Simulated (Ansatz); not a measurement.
Geometry optimisation, DFT PBE, scalar-relativistic, plane waves, PAW (Ansatz).

Input:

```yaml
crystal:
  lattice:
    - [0.0, 5.43, 5.43]
    - [5.43, 0.0, 5.43]
    - [5.43, 5.43, 0.0]
  atoms:
    - { symbol: Si, position: [0.0, 0.0, 0.0] }
    - { symbol: Si, position: [0.125, 0.125, 0.125] }
    - { symbol: Si, position: [0.0, 0.0, 0.5] }
    - { symbol: Si, position: [0.125, 0.125, 0.625] }
    - { symbol: Si, position: [0.0, 0.5, 0.0] }
    - { symbol: Si, position: [0.125, 0.625, 0.125] }
    - { symbol: Si, position: [0.0, 0.5, 0.5] }
    - { symbol: Si, position: [0.125, 0.625, 0.625] }
    - { symbol: Si, position: [0.5, 0.0, 0.0] }
    - { symbol: Si, position: [0.625, 0.125, 0.125] }
    - { symbol: Si, position: [0.5, 0.0, 0.5] }
    - { symbol: Si, position: [0.625, 0.125, 0.625] }
    - { symbol: Si, position: [0.5, 0.5, 0.0] }
    - { symbol: Si, position: [0.625, 0.625, 0.125] }
    - { symbol: Si, position: [0.5, 0.5, 0.5] }
    - { symbol: Si, position: [0.625, 0.625, 0.625] }
    - { symbol: Ti, position: [0.2654982, 0.2405558, 0.2508662] }
basis:
  ecutwfc: 420.0
kpoints:
  mp_grid: { grid: [2, 2, 2] }
hamiltonian:
  xc: pbe
  pseudopotentials: { kind: paw, azcp: { folder: soft_1 } }
scf:
  occupations: { method: gaussian, width: 0.02 }
  lower_state_search: "off"
relax:
  f_tol: 0.03
  max_steps: 60
  adjacent_minimum: "off"
output:
  write_density: true
  write_potential: true
  elf: true
  volumetric_format: npy
```

Run as:

```bash
$ ansatz run input.yaml --threads 1 --pin off --max-ram 3072MiB --backend cpu --events-out ev --progress --plain --runs-dir out
```

Task: Where does it end, and by what steps?

Result: It converged. The force dipped under the threshold on the way, but the program's further checks kept it going. Limits of this set-up: coarse k mesh. After 10 steps the energy has fallen by 0.486 eV; Ti17 moved furthest, 0.11 Å.

```csv
step,energy less start (eV),largest force component (eV/Å),accepted
0,0.0000,1.650,yes
1,-0.4450,0.498,yes
2,-0.4834,0.051,yes
3,-0.4840,0.054,yes
4,-0.4849,0.025,yes
5,-0.4854,0.035,yes
6,-0.4855,0.035,yes
7,-0.4858,0.008,yes
8,-0.4858,0.008,yes
9,-0.4859,0.005,yes
10,-0.4859,0.004,yes
```

```xyz
17
Lattice="0.0000 5.4300 5.4300 5.4300 0.0000 5.4300 5.4300 5.4300 0.0000" Properties=species:S:1:pos:R:3
Si 0.002 0.007 -0.035
Si 1.289 1.304 1.321
Si 2.714 2.721 -0.015
Si 4.131 4.145 1.315
Si 2.695 -0.034 2.716
Si 4.110 1.322 4.100
Si 5.466 2.739 2.713
Si 6.766 4.095 4.105
Si -0.049 2.697 2.721
Si 1.313 4.117 4.097
Si 2.735 5.479 2.718
Si 4.089 6.771 4.114
Si 2.712 2.720 5.455
Si 4.077 4.084 6.783
Si 5.429 5.431 5.458
Si 6.778 6.784 6.781
Ti 2.712 2.722 2.698
```

Whether the end is a true minimum wasn't checked by a vibrational analysis.

The run took 83 s on 1 thread of Arm Neoverse V1, on a shared host, peak memory 0.56 GiB.
